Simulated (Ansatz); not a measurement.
# NiO: the cost of one run

Method: DFT LDA, PAW, plane waves, scalar-relativistic, in Ansatz 0.2.0.

## Step 1: The system as given

The structure is cubic, space group Fm-3m (No. 225). Conventional cell: a = 4.183 Å, b = 4.183 Å, c = 4.183 Å, α = 90.00°, β = 90.00°, γ = 90.00°. Ni (site symmetry m-3m) has 6 O at 2.09 Å as nearest neighbours. Around O (site symmetry m-3m) lie 6 Ni at 2.09 Å.

As a file:

```cif
data_structure
_symmetry_space_group_name_H-M 'Fm-3m'
_symmetry_Int_Tables_number 225
_cell_length_a 4.1826
_cell_length_b 4.1826
_cell_length_c 4.1826
_cell_angle_alpha 90.000
_cell_angle_beta 90.000
_cell_angle_gamma 90.000
_cell_volume 73.17
loop_
_atom_site_label
_atom_site_type_symbol
_atom_site_symmetry_multiplicity
_atom_site_Wyckoff_symbol
_atom_site_fract_x
_atom_site_fract_y
_atom_site_fract_z
_atom_site_occupancy
Ni1 Ni 4 a 0.00000 0.00000 0.00000 1
O1 O 4 b 0.00000 0.50000 0.00000 1
```

In tables a label like O4 counts atoms in the order of input.yaml; a structure file may count by element.

Planned first: parallel moments, plain SCF; opposed moments +-, plain SCF; no spin polarisation; spin on, no moments given (the program may seed its own), plain SCF. What is tried next depends on their ends.

“Plain SCF” means no search for lower states. Ends within 0.2 meV/atom and 0.1 μB count as one state.

Site moments are integrals over atomic spheres and don't add up to the total.

## Step 2: Parallel moments, plain SCF

input.yaml reads:

```yaml
crystal:
  lattice:
    - [0.0, -2.09131, -2.09131]
    - [-4.18262, -2.09131, -2.09131]
    - [0.0, 2.09131, -2.09131]
  atoms:
    - { symbol: Ni, position: [0.0, 0.0, 0.0], spin: 2.0 }
    - { symbol: Ni, position: [0.0, 0.5, 0.5], spin: 2.0 }
    - { symbol: O, position: [0.5, 0.0, 0.5] }
    - { symbol: O, position: [0.5, 0.5, 0.0] }
magnetization:
  spin_polarized: true
hamiltonian:
  xc: lda
  pseudopotentials: { kind: paw }
basis:
  ecutwfc: 420
kpoints:
  mp_grid: { grid: [9, 6, 8] }
scf:
  occupations: { method: fermi_dirac, width: 0.05 }
  lower_state_search: "off"
output:
  forces: true
  stress: true
```

Q: Estimate wall time and peak memory on 2 threads of an x86-64 CPU, shared host.

About 21 s, with a peak of 0.59 GiB.
